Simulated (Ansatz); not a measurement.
# Rh: the cost of one run

Computed with Ansatz 0.2.0 (DFT LDA, scalar-relativistic, plane waves, PAW, unless a step's input says otherwise).

## Step 1: The starting structure

It takes space group Fm-3m (No. 225, cubic). Conventional cell: a = 3.754 Å, b = 3.754 Å, c = 3.754 Å, α = 90.00°, β = 90.00°, γ = 90.00°. Around Rh (site symmetry m-3m) lie 12 Rh at 2.65 Å.

Coordinates:

```
CELL_PARAMETERS angstrom
0.00000 1.87704 1.87704
1.87704 0.00000 1.87704
1.87704 1.87704 0.00000
ATOMIC_POSITIONS crystal
Rh 0.00000 0.00000 0.00000
```

This cell was relaxed beforehand with the same method: volume 13.23 Å³/atom, gap on the mesh none (metal).

## Step 2: The scan

The energy is mapped over two homogeneous strains (x along [1 0 0], y along [0 1 0], z along [0 0 1] of the conventional cell).

The axes are (1) engineering shear strain xy: 7 values from −30 to 30 %; (2) equal normal strain along x and y: 7 values from −4.00 %.

Nothing else is relaxed (symmetry fixes all fractional coordinates). Energies count from the relaxed crystal. Points are written as (first, second).

## Step 3: Point (−10 %, −4.00 %)

The input, input.yaml:

```yaml
crystal:
  lattice:
    - [-0.0938517631, 1.8019538512, 1.8770352617]
    - [1.8019538512, -0.0938517631, 1.8770352617]
    - [1.7081020881, 1.7081020881, 0.0]
  atoms:
    - { symbol: Rh, position: [0.0, 0.0, 0.0] }
basis:
  ecutwfc: 420
kpoints:
  mp_grid: { grid: [20, 20, 20] }
hamiltonian:
  xc: lda
  pseudopotentials: { kind: paw, azcp: { folder: soft_1 } }
scf:
  occupations: { method: gaussian, width: 0.15 }
output:
  forces: true
  stress: true
  eigenvalues: true
  write_density: true
  write_potential: true
  elf: true
  volumetric_format: npy
```

On the command line:

```
> ansatz run input.yaml --threads 1 --pin off --max-ram 2048MiB --backend cpu --events-out ev --progress --plain --runs-dir out
```

What time and memory should one allow on 1 thread of Arm Neoverse N1, shared host?

About 26 s, with a peak of 0.43 GiB.
